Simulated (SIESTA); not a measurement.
In3SbTe2 under changes of volume

One of the cells (30.443 Å³/atom); the others are scaled copies at fixed shape and fractional positions:

```
Te Sb In
1.0
     4.42810    0.00000    0.00000
    -2.21405    3.83484    0.00000
     0.00000    0.00000   10.75645
Te Sb In
2 1 3
Direct
  0.66667 0.33333 0.32831
  0.33333 0.66667 0.67169
  0.00000 0.00000 0.00000
  0.66667 0.33333 0.84307
  0.33333 0.66667 0.15693
  0.00000 0.00000 0.50000
```

The cell comes from a database or a generator and needn't be the stable form of this composition.

| Property | Result |
| --- | --- |
| Program | SIESTA 5.4.2 |
| Functional | LDA |
| Potentials or basis | PseudoDojo 0.4 standard (LDA files) |
| Basis | DZP (energy shift 0.003 Ry; two zetas on semicore shells) |
| Grid cutoff | 500 Ry |
| Energy shift | 0.003 Ry |
| k mesh | 5 × 5 × 2 |
| Occupations | fermi-dirac, width 0.05 eV |
| Spin | no spin polarisation |

| volume (Å³/atom) | energy over the lowest point (meV/atom) | pressure (GPa) | largest force (eV/Å) |
| --- | --- | --- | --- |
| 28.616 | 0.00 | -1.0 | 0.109 |
| 29.225 | 5.73 | -1.9 | 0.107 |
| 29.834 | 14.87 | -2.8 | 0.104 |
| 30.443 | 27.02 | -3.5 | 0.101 |
| 31.051 | 41.78 | -4.2 | 0.096 |
| 31.660 | 58.81 | -4.7 | 0.111 |
| 32.269 | ? | ? | ? |

Task: What does the run at 32.269 Å³/atom give?

Result: Energy over the lowest point 77.81 meV/atom; pressure -5.2 GPa; largest force 0.126 eV/Å.

Worked out: A Birch-Murnaghan fit of order 3 (a polynomial in V^(-2/3)) to the other rows has its minimum at 28.06 Å³/atom, just outside them, with B0 = V·E''(V) = 54 GPa and B' = 5.2 at fixed shape and positions, which overstates the stiffness. It gives 77.84 meV/atom at 32.269 Å³/atom, against the run's 77.81, and -dE/dV = -5.2 GPa, against -5.2.

Energies are extrapolated to zero smearing.

Caveats: the basis of atomic orbitals isn't converged, which shifts pressures, moduli and gaps.
